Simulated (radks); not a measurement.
# Mn⁴⁺ in [Ne] 3p6 3d3 4f2: an all-electron calculation

What are the levels of the manganese ion Mn4+, how large are its shells, and how does its energy divide?

Method: scalar-relativistic Kohn-Sham, PBE, spin-unpolarised, spherical densities, finite nucleus. Code: radks (a radial shooting solver on a logarithmic mesh, Libxc functionals) version 1.

### 1 The atom as given

```
element            : manganese (Z = 25)
charge             : +4
electrons          : 21
configuration      : [Ne] 3p6 3d3 4f2
nuclear rms radius : 3.7057 fm
```

Outer shells as boxes (Hund's rule):

Mn⁴⁺
```
[Ne] core
3p [↑↓][↑↓][↑↓]
3d [↑ ][↑ ][↑ ][  ][  ]
4f [↑ ][↑ ][  ][  ][  ][  ][  ]
```

### 2 The run

The run's settings:

```text
Z 25
configuration [Ne] 3p6 3d3 4f2
relativity scalar-relativistic
functional pbe,pbe
spin unpolarised
nucleus finite rms 3.7057 fm
c 137.035999084
```

What does the calculation give?

**Answer**, as computed:

| quantity | value |
| --- | --- |
| total energy | -1144.21117 hartree |
| exchange-correlation share of it | 4.25 % |
| −T/E | 1.0112 |
| highest occupied level | 4f, -21.193 eV |
| most extended occupied level | 4f, <r> = 3.00 bohr |
| radius at density 0.001 e/bohr³ | 4.45 bohr |
| maxima of the radial density | 4 |

What this shows: 4 principal shells are occupied and 4 maxima appear in the radial density. Relativity lifts −T/E to 1.011. This is not the tabulated ground configuration, so its levels and sizes aren't those of the ground state, and no measured value stands beside it.
